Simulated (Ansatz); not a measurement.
# GeW4: the cost of one run

Method: DFT PBE, scalar-relativistic, plane waves, PAW, in Ansatz 0.2.0.

1 further run of the same task is left out (it didn't finish).

### Step 1. The system as given

The structure is cubic, space group Pm-3m (No. 221). The conventional cell has a = 4.357 Å, b = 4.357 Å, c = 4.357 Å, α = 90.00°, β = 90.00°, γ = 90.00°. Ge (site symmetry m-3m) is surrounded by 12 W at 3.08 Å. W (site symmetry m-3m) is surrounded by 6 W at 2.18 Å. W (site symmetry 4/mmm) is surrounded by 2 W at 2.18 Å.

Coordinates:

```xyz
5
Lattice="4.3570 0.0000 0.0000 0.0000 4.3570 0.0000 0.0000 0.0000 4.3570" Properties=species:S:1:pos:R:3 pbc="T T T"
Ge    0.0000    0.0000    0.0000
W     2.1785    2.1785    2.1785
W     0.0000    2.1785    2.1785
W     2.1785    0.0000    2.1785
W     2.1785    2.1785    0.0000
```

A structure generator made this guess: species swapped into a database cell of Mn4N (Pm-3m, No. 221). Lengths come from tabulated atomic sizes and are only a guess.

### Step 2. A first look at the guess

input.yaml reads:

```yaml
crystal:
  lattice:
    - [4.35695906, 0.0, 0.0]
    - [0.0, 4.35695906, 0.0]
    - [0.0, 0.0, 4.35695906]
  atoms:
    - { symbol: Ge, position: [0.0, 0.0, 0.0] }
    - { symbol: W, position: [0.5, 0.5, 0.5] }
    - { symbol: W, position: [0.0, 0.5, 0.5] }
    - { symbol: W, position: [0.5, 0.0, 0.5] }
    - { symbol: W, position: [0.5, 0.5, 0.0] }
basis:
  ecutwfc: 420
kpoints:
  mp_grid: { grid: [4, 4, 4] }
hamiltonian:
  xc: pbe
scf:
  occupations: { method: gaussian, width: 0.1 }
  lower_state_search: "off"
output:
  forces: true
  stress: true
  eigenvalues: true
```

Launch:

```sh
ansatz run input.yaml --threads 1 --pin off --max-ram 2560MiB --backend cpu --events-out ev --progress --plain --runs-dir out
```

What time and memory should one allow on 1 thread of Arm Neoverse V1, shared host?

About 2.3 s, with a peak of 0.33 GiB.
